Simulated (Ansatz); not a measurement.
**CH₅BrOSi: small, medium and large basis sets**

One table from this session's results is given with a row withheld; the runs are named, their logs left out.

Program: Ansatz 0.2.0, Gaussian basis. Level of theory: one geometry, several basis sets. These are calculated values, not measurements.

Plan: PBE0-D4/def2-SVP; ωB97M-V/def2-SVP; PBE0-D4/def2-QZVPP; ωB97M-V/def2-QZVPP; the functionals' def2-TZVPP values are taken from earlier runs.

## The relaxed structure

The geometry comes from an earlier relaxation with PBE0-D4 in a triple-zeta def2 set; it is a stationary point, not always the lowest conformer.

SMILES `O[SiH2]CBr`, 9 atoms, charge 0, spin multiplicity 1.

Atoms are counted from 1 here; the program's logs count them from 0.

Bond lengths: O1–Si2 1.649 Å, O1–H5 0.957 Å, Si2–C3 1.877 Å, Si2–H6 1.479 Å, Si2–H7 1.486 Å, C3–Br4 1.948 Å, C3–H8 1.089 Å, C3–H9 1.089 Å. Angles: Si2–O1–H5 118.3°, O1–Si2–C3 111.4°, O1–Si2–H6 106.7°, O1–Si2–H7 111.0°, C3–Si2–H6 108.5°, C3–Si2–H7 107.7°, H6–Si2–H7 111.5°, Si2–C3–Br4 106.1°, Si2–C3–H8 113.4°, Si2–C3–H9 114.0°, Br4–C3–H8 106.9°, Br4–C3–H9 106.7°, H8–C3–H9 109.2°.

The first run:

The input, in.yaml:

```yaml
crystal:
  periodic: [false, false, false]
  atoms:
    - {symbol: O, position_ang: [-0.543458, 1.828451, -0.358088]}
    - {symbol: Si, position_ang: [0.242472, 0.595076, 0.402684]}
    - {symbol: C, position_ang: [-0.293208, -1.074819, -0.265375]}
    - {symbol: Br, position_ang: [0.670716, -2.408938, 0.776816]}
    - {symbol: H, position_ang: [-0.185784, 2.152962, -1.184726]}
    - {symbol: H, position_ang: [-0.131811, 0.669921, 1.831166]}
    - {symbol: H, position_ang: [1.713040, 0.705613, 0.219264]}
    - {symbol: H, position_ang: [-1.355276, -1.274151, -0.130071]}
    - {symbol: H, position_ang: [-0.028092, -1.240515, -1.308870]}
basis:
  gaussian: {orbitals: def2-SVP}
hamiltonian: {xc: pbe0, dispersion: d4}
output: {orbitals: {seedname: orbitals}}
```

On the command line:

```
> ansatz run in.yaml --threads 4 --pin off --events-out ev --progress --plain --max-ram 10444MiB
```

Steps of the session up to this table: PBE0-D4 in def2-SVP; ωB97M-V in def2-SVP; PBE0-D4 in def2-QZVPP; ωB97M-V in def2-QZVPP.

One of the session's tables, all rows but one given; the rest of the session is left out.

```
functional       basis  HOMO (eV)  LUMO (eV)
   PBE0-D4    def2-SVP      -7.67      -0.11
   PBE0-D4  def2-TZVPP      -7.80      -0.45
   PBE0-D4  def2-QZVPP      -7.83      -0.61
   ωB97M-V    def2-SVP          ?          ?
   ωB97M-V  def2-TZVPP     -10.04       1.37
   ωB97M-V  def2-QZVPP     -10.06       0.96
```

Q: Estimate the row for ωB97M-V, def2-SVP from the others.

The run gave: HOMO (eV): -9.88; LUMO (eV): 1.95. In the column «HOMO (eV)» it lies between ωB97M-V, def2-TZVPP (-10.04) and PBE0-D4, def2-QZVPP (-7.83).
